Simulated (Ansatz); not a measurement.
**CH₆GeO₃: up Jacob's ladder to CCSD(T)**

How much do the methods differ for CH₆GeO₃? The plan is to run it at one geometry with functionals of several rungs and with coupled cluster, and see how far each lands from CCSD(T) at the basis-set limit for the atomisation energy.

Method: functionals in def2-TZVPP, the program's frozen cores in correlated methods; program: Ansatz 0.2.0, Gaussian basis.

Levels to be run: LDA (SPW92), PBE-D4, revPBE-D4, BLYP-D4, r2SCAN-D4, B97M-V, PBE0-D4, B3LYP-D4, r2SCANh-D4, r2SCAN0-D4, HSE06-D4, BHLYP-D4, CAM-B3LYP-D4, LC-ωPBE, ωB97X-V, ωB97M-V, B2PLYP, PBE-QIDH; CCSD(T)/def2-SVP; CCSD(T)/def2-TZVPP; MP2/def2-QZVPP; extrapolation to the limit; RPA on PBE.

## Step 1: The geometry

An earlier PBE0-D4 in a triple-zeta def2 set relaxation fixed the geometry.

SMILES `C[O][GeH]([OH])[OH]`, 11 atoms, charge 0, spin multiplicity 1.

Atoms are counted from 1 here; the program's logs count them from 0.

Bond lengths: C1–O2 1.411 Å, C1–H6 1.092 Å, C1–H7 1.096 Å, C1–H8 1.097 Å, O2–Ge3 1.769 Å, Ge3–O4 1.761 Å, Ge3–O5 1.763 Å, Ge3–H9 1.529 Å, O4–H10 0.961 Å, O5–H11 0.961 Å. Angles: O2–C1–H6 107.9°, O2–C1–H7 111.8°, O2–C1–H8 112.0°, H6–C1–H7 108.4°, H6–C1–H8 108.1°, H7–C1–H8 108.4°, C1–O2–Ge3 120.1°, O2–Ge3–O4 102.8°, O2–Ge3–O5 111.8°, O2–Ge3–H9 112.7°, O4–Ge3–O5 109.2°, O4–Ge3–H9 114.6°, O5–Ge3–H9 106.0°, Ge3–O4–H10 110.6°, Ge3–O5–H11 112.3°.

## Step 2: LDA

This LDA is Slater exchange with PW92 correlation.

in.yaml

```yaml
crystal:
  periodic: [false, false, false]
  atoms:
    - {symbol: C, position_ang: [-0.876496, 1.179828, 0.987364]}
    - {symbol: O, position_ang: [-0.278151, 0.817237, -0.237924]}
    - {symbol: Ge, position_ang: [0.804607, -0.579215, -0.316766]}
    - {symbol: O, position_ang: [1.275490, -0.611012, -2.013306]}
    - {symbol: O, position_ang: [-0.032558, -2.078222, 0.081810]}
    - {symbol: H, position_ang: [-1.473410, 2.078096, 0.816941]}
    - {symbol: H, position_ang: [-1.536366, 0.392102, 1.367598]}
    - {symbol: H, position_ang: [-0.129841, 1.408878, 1.758245]}
    - {symbol: H, position_ang: [1.971937, -0.475701, 0.665360]}
    - {symbol: H, position_ang: [0.961150, 0.176020, -2.467098]}
    - {symbol: H, position_ang: [-0.621062, -2.364910, -0.621624]}
basis:
  gaussian: {orbitals: def2-TZVPP}
hamiltonian: {xc: lda}
output: {orbitals: {seedname: orbitals}}
```

Run with:

```sh
> ansatz run in.yaml --threads 4 --pin off --events-out ev --progress --plain --max-ram 10444MiB
```

The runs that follow: PBE-D4 (GGA); revPBE-D4 (GGA); BLYP-D4 (GGA); r2SCAN-D4 (meta-GGA); B97M-V (meta-GGA); B3LYP-D4 (hybrid); r2SCANh-D4 (hybrid); r2SCAN0-D4 (hybrid); HSE06-D4 (hybrid); BHLYP-D4 (hybrid); CAM-B3LYP-D4 (range-separated); LC-ωPBE (range-separated); ωB97X-V (range-separated); ωB97M-V (range-separated); B2PLYP (double hybrid); PBE-QIDH (double hybrid); CCSD(T) in def2-SVP; CCSD(T) in def2-TZVPP; MP2 in def2-QZVPP; RPA on PBE orbitals.

**Question.** What will the summary of the whole plan be? Wanted: atomisation energy, CCSD(T)/CBS; farthest beyond LDA; mean size of error, GGA; mean size of error, meta-GGA; mean size of error, hybrid; mean size of error, range-separated; mean size of error, double hybrid; gap, smallest and largest; T1 diagnostic.

The runs gave:

| quantity | value |
| --- | --- |
| atomisation energy, CCSD(T)/CBS | 963.5 kcal/mol |
| functionals within 9.6 kcal/mol (1.0 %) | PBE-D4, r2SCAN-D4, B97M-V, CAM-B3LYP-D4, ωB97X-V, ωB97M-V |
| farthest beyond LDA | BHLYP-D4 (-49.2 kcal/mol) |
| mean size of error, GGA | 12.8 kcal/mol |
| mean size of error, meta-GGA | 5.9 kcal/mol |
| mean size of error, hybrid | 22.8 kcal/mol |
| mean size of error, range-separated | 6.9 kcal/mol |
| mean size of error, double hybrid | 17.7 kcal/mol |
| gap, smallest and largest | 5.87 eV (BLYP-D4), 13.70 eV (LC-ωPBE) |
| T1 diagnostic | 0.0119 |
| triples share of the correlation energy | 3.5 % |

LDA overbinds by 147.6 kcal/mol (15 %). PBE-D4 is off by +8.4 kcal/mol. Double hybrids carry the basis error of their MP2 part in triple zeta, and no dispersion term here, so their miss is partly the set-up's. The rungs meta-GGA, range-separated miss on average by less than the doubt on the reference (9.6 kcal/mol), so they tie. The reference freezes the cores and leaves out relativity and excitations past (T), and its outer-core shells are covered unevenly, so misses under about 9.6 kcal/mol can't be ranked. Hartree-Fock recovers 69 % of the binding; the rest is correlation. CCSD(T) in def2-SVP is off by -68.8 kcal/mol, so the small basis spoils what the method gains. Orbital gaps span 5.9 to 13.7 eV; exact exchange widens them. Correlated methods include outer-core shells of Ge, which these sets cover unevenly.
